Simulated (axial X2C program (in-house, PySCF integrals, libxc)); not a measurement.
**IS: properties at the nuclei**

Wanted for IS: properties at the nuclei, at the two-component level.

Program: an in-house X2C program for linear molecules on PySCF integrals. Level of theory: two-component X2C with atomic mean-field terms, I dyall-cv3z, S dyall-av3z. These are calculated values, not measurements.

## (1) The job

Input file task.json:

```json
{"zs": [53, 16], "q": 0, "bas": ["dyall-cv3z", "dyall-av3z"], "r0": 2.36, "levels": ["PBE0", "HF", "B3LYP", "BP86", "BHandHLYP"], "nst": 3}
```

Keys: zs atomic numbers; q charge; bas basis sets; r0 starting distance in Å; levels methods (HF also brings MP2); nst determinants followed.

Launch:

```sh
python soeom.py task.json out
```

Nuclei are Gaussian, cores are contracted, and the Gaunt term is on.

## (2) Expectation values, lowest determinant

R = 2.304 Å. State: Ω = 3/2 (excess of +ω over −ω: ω = 3/2).

Output of the PBE0 run:

```text
two-component X2C + atomic mean field  PBE0
basis functions 186  fitting functions 946  grid points 5080
iter        total energy     max residual
   1      -7509.593486938     7.73e+00
   2      -7511.195350474     2.77e+00
   3      -7511.351777614     2.66e-01
   4      -7511.436213789     3.01e-01
   5      -7511.450691970     7.52e-02
   6      -7511.455680867     7.91e-02
   7      -7511.458829337     2.28e-02
   8      -7511.459091885     1.66e-02
   9      -7511.459142921     3.37e-03
  10      -7511.459158558     3.13e-03
  11      -7511.459165946     1.31e-03
  12      -7511.459167013     1.48e-03
  13      -7511.459167559     1.77e-04
  14      -7511.459167741     3.42e-04
  15      -7511.459167760     9.42e-05
  16      -7511.459167764     2.60e-05
  17      -7511.459167764     1.13e-05
  18      -7511.459167764     3.84e-06
converged
one-electron -10684.02718854  Coulomb 3190.63396070  exact exchange -51.32409809  xc functional -157.12041437  nuclear repulsion 194.76661235  atomic mean-field constant -4.38803982
```

The highest occupied spinor is 68% S p, 25% I p, 4% I d.

```csv
level,Eeff magnitude (GV/cm),Ws magnitude I (kHz),A∥/gI I (MHz),qzz I (a.u.),A∥/gI S (MHz),qzz S (a.u.),μ (D)
PBE0,0.266,0.203,247,10.78,193,2.63,-1.41
HF,0.417,0.273,129,13.20,254,2.24,-0.65
B3LYP,0.177,0.162,262,10.68,197,2.71,-1.46
BP86,0.184,0.16,282,10.07,176,2.74,-1.61
BHandHLYP,0.258,0.202,214,11.72,222,2.54,-1.15
```

Eeff is the effective electric field on the electron dipole moment in this Ω state and Ws the scalar–pseudoscalar constant (defined with the proton number Z and per Ω); A∥ is the parallel hyperfine constant, which follows by multiplying with the nuclear g factor gI = μI/(I μN); qzz is the electric field gradient, eQq0 = 234.96 MHz × Q/barn × qzz; μ is positive if S is the positive end. The operators were transformed with the bare-nucleus X2C matrices.

## (3) Expectation values, a higher determinant

R = 2.304 Å. State: Ω = 1/2 (excess of +ω over −ω: ω = 1/2), 0.20 eV above the lowest in the PBE0 search for states (made at or near this distance, with looser thresholds).

Output of the PBE0 run:

```text
two-component X2C + atomic mean field  PBE0
basis functions 186  fitting functions 946  grid points 5080
iter        total energy     max residual
   1      -7509.583105550     7.99e+00
   2      -7511.191155406     2.81e+00
   3      -7511.373317772     2.85e-01
   4      -7511.434441961     2.43e-01
   5      -7511.448179187     5.61e-02
   6      -7511.449401036     5.19e-02
   7      -7511.451065025     8.61e-03
   8      -7511.451159123     1.61e-02
   9      -7511.451189541     1.46e-03
  10      -7511.451194788     1.14e-03
  11      -7511.451195807     3.63e-04
  12      -7511.451195885     3.24e-04
  13      -7511.451195902     5.51e-05
  14      -7511.451195906     7.11e-05
  15      -7511.451195907     1.47e-05
  16      -7511.451195907     4.06e-06
converged
one-electron -10684.11264252  Coulomb 3190.72853653  exact exchange -51.32537363  xc functional -157.12028882  nuclear repulsion 194.76661235  atomic mean-field constant -4.38803982
```

The highest occupied spinor is 54% S p, 37% I p, 4% I d.

| level | Eeff magnitude (GV/cm) | Ws magnitude I (kHz) | A∥/gI I (MHz) | qzz I (a.u.) | A∥/gI S (MHz) | qzz S (a.u.) | μ (D) |
| --- | --- | --- | --- | --- | --- | --- | --- |
| PBE0 | 1.03 | 0.961 | 1230 | 11.47 | 953 | 2.41 | -1.03 |
| HF | 0.122 | 0.152 | 492 | 13.54 | 993 | 2.14 | -0.48 |
| B3LYP | 1.14 | 1.11 | 1290 | 11.38 | 945 | 2.48 | -1.08 |
| BP86 | 1.34 | 1.35 | 1520 | 10.64 | 899 | 2.53 | -1.23 |
| BHandHLYP | 0.712 | 0.576 | 928 | 12.41 | 996 | 2.34 | -0.81 |

## (4) Expectation values, a higher determinant

R = 2.304 Å. State: Ω = 1/2 (excess of +ω over −ω: 2 × ω = -1/2, ω = 3/2), 2.39 eV above the lowest in the PBE0 search for states (made at or near this distance, with looser thresholds).

Output of the PBE0 run:

```text
two-component X2C + atomic mean field  PBE0
basis functions 186  fitting functions 946  grid points 5080
iter        total energy     max residual
   1      -7509.358482417     7.86e+00
   2      -7510.454602997     5.99e+00
   3      -7511.173044835     7.22e-01
   4      -7511.308882532     4.96e-01
   5      -7511.336853125     3.48e-01
   6      -7511.351858681     1.44e-01
   7      -7511.361054058     1.34e-01
   8      -7511.362585352     4.00e-02
   9      -7511.362905264     9.13e-03
  10      -7511.362936663     5.33e-03
  11      -7511.362946642     2.20e-03
  12      -7511.362948443     9.75e-04
  13      -7511.362948829     5.59e-04
  14      -7511.362948923     1.48e-04
  15      -7511.362948933     6.16e-05
  16      -7511.362948934     2.19e-05
  17      -7511.362948934     9.95e-06
converged
one-electron -10684.15326582  Coulomb 3190.86557728  exact exchange -51.32491300  xc functional -157.12891993  nuclear repulsion 194.76661235  atomic mean-field constant -4.38803982
```

The highest occupied spinor is 36% I p, 31% S p, 14% I d.

| level | Eeff magnitude (GV/cm) | Ws magnitude I (kHz) | A∥/gI I (MHz) | qzz I (a.u.) | A∥/gI S (MHz) | qzz S (a.u.) | μ (D) |
| --- | --- | --- | --- | --- | --- | --- | --- |
| PBE0 | 14.9 | 18.8 | -2630 | 1.46 | -1100 | -1.29 | -0.17 |
| HF | 16.8 | 21.3 | -2430 | 5.21 | -1160 | -2.27 | 1.21 |
| B3LYP | 14.7 | 18.6 | -2640 | 1.21 | -1080 | -1.24 | -0.29 |
| BP86 | 14.1 | 17.7 | -2720 | 0.74 | -1020 | -1.08 | -0.45 |
| BHandHLYP | 15.6 | 19.7 | -2490 | 2.15 | -1160 | -1.53 | 0.10 |

## (5) Outcome

| quantity | value |
| --- | --- |
| lowest determinant | Ω = 3/2 (excess of +ω over −ω: ω = 3/2) |
| Eeff magnitude (GV/cm), PBE0 | 0.266 |
| Ws magnitude I (kHz), PBE0 | 0.203 |
| A∥/gI I (MHz), PBE0 | 247 |
| qzz I (a.u.), PBE0 | 10.78 |
| higher determinant | Ω = 1/2 (excess of +ω over −ω: ω = 1/2) |
| Eeff magnitude (GV/cm), PBE0, higher determinant | 1.03 |
| Ws magnitude I (kHz), PBE0, higher determinant | 0.961 |
| A∥/gI I (MHz), PBE0, higher determinant | 1230 |
| qzz I (a.u.), PBE0, higher determinant | 11.47 |
| higher determinant | Ω = 1/2 (excess of +ω over −ω: 2 × ω = -1/2, ω = 3/2) |
| Eeff magnitude (GV/cm), PBE0, higher determinant | 14.9 |
| Ws magnitude I (kHz), PBE0, higher determinant | 18.8 |
| A∥/gI I (MHz), PBE0, higher determinant | -2630 |
| qzz I (a.u.), PBE0, higher determinant | 1.46 |

What this shows: In the first state, the effective field runs from 0.177 to 0.417 GV/cm over the mean-field levels, so the levels don't agree on it. The expectation values come from single determinants, which for open shells can mix terms of unlike spin or miss the lowest Ω, so a determinant need not be a state. Eeff is the effective electric field on the electron dipole moment in this Ω state and Ws the scalar–pseudoscalar constant (defined with the proton number Z and per Ω); A∥ is the parallel hyperfine constant, which follows by multiplying with the nuclear g factor gI = μI/(I μN); qzz is the electric field gradient, eQq0 = 234.96 MHz × Q/barn × qzz; μ is positive if S is the positive end. The operators were transformed with the bare-nucleus X2C matrices.
